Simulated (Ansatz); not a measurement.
# CH6O3Si: the cost of one run

All numbers below are computed with Ansatz 0.2.0 (RKS PBE-D4/6-31G).

### 1 The system as given

Bond lengths: Si1–C2 1.870 Å, C2–H3 1.110 Å, C2–H4 1.110 Å, C2–H5 1.110 Å, Si1–O6 1.680 Å, O6–H7 1.010 Å, Si1–O8 1.679 Å, O8–H9 1.010 Å, Si1–O10 1.679 Å, O10–H11 1.010 Å. Angles (14 of 15 angles, heavy atoms first): C2–Si1–O6 109.4°, C2–Si1–O8 109.5°, C2–Si1–O10 109.5°, O6–Si1–O8 109.5°, O6–Si1–O10 109.5°, O8–Si1–O10 109.5°, Si1–C2–H3 109.5°, Si1–C2–H4 109.5°, Si1–C2–H5 109.5°, Si1–O6–H7 109.5°, Si1–O8–H9 109.5°, Si1–O10–H11 109.5°, H3–C2–H4 109.4°, H3–C2–H5 109.4°.

Coordinates:

```xyz
11

Si    0.0000    0.0000    0.0000
C     0.0000    0.0000    1.8700
H    -0.9996   -0.3092    2.2405
H     0.7676   -0.7111    2.2405
H     0.2320    1.0203    2.2405
O     1.5842    0.0000   -0.5594
H     1.9006   -0.9521   -0.6761
O    -0.7913    1.3709   -0.5594
H    -1.7491    1.1401   -0.7818
O    -0.7913   -1.3709   -0.5594
H    -1.2459   -1.8365    0.2129
```

### 2 Relaxing the start

Input file input.yaml:

```yaml
crystal:
  periodic: [false, false, false]
  atoms:
    - { symbol: Si, position_ang: [0.0, 0.0, 0.0] }
    - { symbol: C, position_ang: [0.0, 0.0, 1.87] }
    - { symbol: H, position_ang: [-0.9996, -0.3092, 2.2405] }
    - { symbol: H, position_ang: [0.7676, -0.7111, 2.2405] }
    - { symbol: H, position_ang: [0.232, 1.0203, 2.2405] }
    - { symbol: O, position_ang: [1.5842, 0.0, -0.5594] }
    - { symbol: H, position_ang: [1.9006, -0.9521, -0.6761] }
    - { symbol: O, position_ang: [-0.7913, 1.3709, -0.5594] }
    - { symbol: H, position_ang: [-1.7491, 1.1401, -0.7818] }
    - { symbol: O, position_ang: [-0.7913, -1.3709, -0.5594] }
    - { symbol: H, position_ang: [-1.2459, -1.8365, 0.2129] }
basis:
  gaussian: { orbitals: "6-31G" }
hamiltonian:
  xc: pbe
  dispersion: d4
relax:
  f_tol: 0.02
  max_steps: 40
```

The run is started by

```sh
ansatz run input.yaml --threads 1 --pin off --max-ram 2048MiB --backend cpu --events-out ev --progress --plain --runs-dir out
```

What time and memory should one allow on 1 thread of Arm Neoverse V2, shared host?

About 32 s, with a peak of 0.14 GiB.
